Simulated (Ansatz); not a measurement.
**C2H7Cl2GaO: small, medium and large basis sets**

Aim: see how fast density functionals converge with the basis set for C2H7Cl2GaO.

Computed with Ansatz 0.2.0, Gaussian basis. Level: one geometry, several basis sets.

The runs, in order: PBE0-D4/def2-SVP; ωB97M-V/def2-SVP; PBE0-D4/def2-QZVPP; ωB97M-V/def2-QZVPP; the functionals' def2-TZVPP values are taken from earlier runs.

## (1) Structure used throughout

An earlier PBE0-D4 in a triple-zeta def2 set relaxation fixed the geometry.

SMILES `C[OH+][Ga-]([CH3])([Cl])[Cl]`, 13 atoms, charge 0, spin multiplicity 1.

Atoms are counted from 1 here; the program's logs count them from 0.

Bond lengths: C1–O2 1.428 Å, C1–H7 1.092 Å, C1–H8 1.090 Å, C1–H9 1.088 Å, O2–Ga3 2.094 Å, O2–H10 0.966 Å, Ga3–C4 1.955 Å, Ga3–Cl5 2.160 Å, Ga3–Cl6 2.189 Å, C4–H11 1.091 Å, C4–H12 1.091 Å, C4–H13 1.091 Å. Angles: O2–C1–H7 111.3°, O2–C1–H8 109.6°, O2–C1–H9 106.7°, H7–C1–H8 110.3°, H7–C1–H9 109.6°, H8–C1–H9 109.2°, C1–O2–Ga3 124.4°, C1–O2–H10 111.8°, Ga3–O2–H10 104.5°, O2–Ga3–C4 105.4°, O2–Ga3–Cl5 100.2°, O2–Ga3–Cl6 89.4°, C4–Ga3–Cl5 120.4°, C4–Ga3–Cl6 119.5°, Cl5–Ga3–Cl6 113.6°, Ga3–C4–H11 111.0°, Ga3–C4–H12 109.2°, Ga3–C4–H13 110.9° and more.

As a file:

| atom | x (Å) | y (Å) | z (Å) |
| --- | --- | --- | --- |
| C1 | 0.5785 | 0.1404 | -1.7788 |
| O2 | -0.4294 | 0.7867 | -1.0005 |
| Ga3 | -0.6487 | 0.5642 | 1.0705 |
| C4 | 0.3810 | -1.0312 | 1.5338 |
| Cl5 | 0.0001 | 2.5142 | 1.7358 |
| Cl6 | -2.8160 | 0.4079 | 0.8018 |
| H7 | 0.4616 | -0.9451 | -1.7552 |
| H8 | 0.5373 | 0.5035 | -2.8063 |
| H9 | 1.5362 | 0.4144 | -1.3411 |
| H10 | -1.3139 | 0.6285 | -1.3556 |
| H11 | 0.0284 | -1.8995 | 0.9748 |
| H12 | 0.2618 | -1.2397 | 2.5984 |
| H13 | 1.4437 | -0.8792 | 1.3375 |

## (2) PBE0-D4 in def2-SVP

Contents of in.yaml:

```yaml
crystal:
  periodic: [false, false, false]
  atoms:
    - {symbol: C, position_ang: [0.578480, 0.140375, -1.778839]}
    - {symbol: O, position_ang: [-0.429389, 0.786718, -1.000532]}
    - {symbol: Ga, position_ang: [-0.648740, 0.564231, 1.070515]}
    - {symbol: C, position_ang: [0.380954, -1.031168, 1.533778]}
    - {symbol: Cl, position_ang: [0.000101, 2.514202, 1.735829]}
    - {symbol: Cl, position_ang: [-2.816031, 0.407923, 0.801800]}
    - {symbol: H, position_ang: [0.461634, -0.945129, -1.755217]}
    - {symbol: H, position_ang: [0.537312, 0.503464, -2.806256]}
    - {symbol: H, position_ang: [1.536165, 0.414444, -1.341113]}
    - {symbol: H, position_ang: [-1.313871, 0.628492, -1.355602]}
    - {symbol: H, position_ang: [0.028395, -1.899460, 0.974813]}
    - {symbol: H, position_ang: [0.261774, -1.239728, 2.598374]}
    - {symbol: H, position_ang: [1.443715, -0.879165, 1.337453]}
basis:
  gaussian: {orbitals: def2-SVP}
hamiltonian: {xc: pbe0, dispersion: d4}
output: {orbitals: {seedname: orbitals}}
```

Launch:

```console
$ ansatz run in.yaml --threads 4 --pin off --events-out ev --progress --plain --max-ram 11315MiB
```

The runs that follow: ωB97M-V in def2-SVP; PBE0-D4 in def2-QZVPP; ωB97M-V in def2-QZVPP.

**Question.** What will the summary of the whole plan be? Wanted: PBE0-D4: double and triple zeta above quadruple; ωB97M-V: double and triple zeta above quadruple.

As calculated:

| quantity | value |
| --- | --- |
| PBE0-D4: double and triple zeta above quadruple | 22.32, 2.15 eV |
| ωB97M-V: double and triple zeta above quadruple | 22.32, 2.08 eV |

**Reading.** PBE0-D4 gains 20.17 eV from double to triple zeta, then 2.15 eV more. These are total energies; as a rule much of such shifts cancels in differences, which this series doesn't test. The LUMO of ωB97M-V is positive and keeps falling with the basis (2.11 to 0.93 eV): an unbound level that the basis holds in place.
